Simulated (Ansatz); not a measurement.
# SnClF2 radical: how energies converge with the basis set

The task here is to estimate one member of a computed series from the others.

Computed with Ansatz 0.2.0, Gaussian basis. Level: one geometry, several basis sets.

Levels to be run: PBE0-D4/def2-SVP; ωB97M-V/def2-SVP; PBE0-D4/def2-QZVPP; ωB97M-V/def2-QZVPP; the functionals' def2-TZVPP values are taken from earlier runs.

### The geometry

An earlier PBE0-D4 in a triple-zeta def2 set relaxation fixed the geometry. Sn takes the def2 core potential; no spin-orbit term is included.

SMILES `[F][Sn]([F])[Cl]`, 4 atoms, charge 0, spin multiplicity 2.

Atoms are counted from 1 here; the program's logs count them from 0.

Bond lengths: F1–Sn2 1.912 Å, Sn2–F3 1.912 Å, Sn2–Cl4 2.322 Å. Angles: F1–Sn2–F3 103.5°, F1–Sn2–Cl4 107.8°, F3–Sn2–Cl4 107.8°.

The first run:

File in.yaml:

```yaml
crystal:
  periodic: [false, false, false]
  atoms:
    - {symbol: F, position_ang: [-0.930353, -0.513250, 1.457411]}
    - {symbol: Sn, position_ang: [0.240047, 0.444747, 0.288503]}
    - {symbol: F, position_ang: [1.640951, -0.807439, -0.062823]}
    - {symbol: Cl, position_ang: [-0.895146, 0.815543, -1.703392]}
basis:
  gaussian: {orbitals: def2-SVP}
magnetization: {spin_polarized: true, initial_magnetization: 1}
hamiltonian: {xc: pbe0, dispersion: d4}
output: {orbitals: {seedname: orbitals}}
```

Launch:

```sh
ansatz run in.yaml --threads 4 --pin off --events-out ev --progress --plain --max-ram 10444MiB
```

Among the steps run: PBE0-D4 in def2-SVP; ωB97M-V in def2-SVP; PBE0-D4 in def2-QZVPP; ωB97M-V in def2-QZVPP.

One of the session's tables, all rows but one given; the rest of the session is left out.

It belongs to the step «Functionals by basis». 

| functional | basis | HOMO (eV) | LUMO (eV) |
| --- | --- | --- | --- |
| PBE0-D4 | def2-SVP | -8.16 | -5.20 |
| PBE0-D4 | def2-TZVPP | -8.33 | -5.34 |
| PBE0-D4 | def2-QZVPP | -8.35 | -5.36 |
| ωB97M-V | def2-SVP | ? | ? |
| ωB97M-V | def2-TZVPP | -10.41 | -3.52 |
| ωB97M-V | def2-QZVPP | -10.44 | -3.57 |

Q: Estimate the row for ωB97M-V, def2-SVP from the others.

**Answer.** HOMO (eV): -10.19; LUMO (eV): -3.31. In the column «HOMO (eV)» it lies between ωB97M-V, def2-TZVPP (-10.41) and PBE0-D4, def2-QZVPP (-8.35).
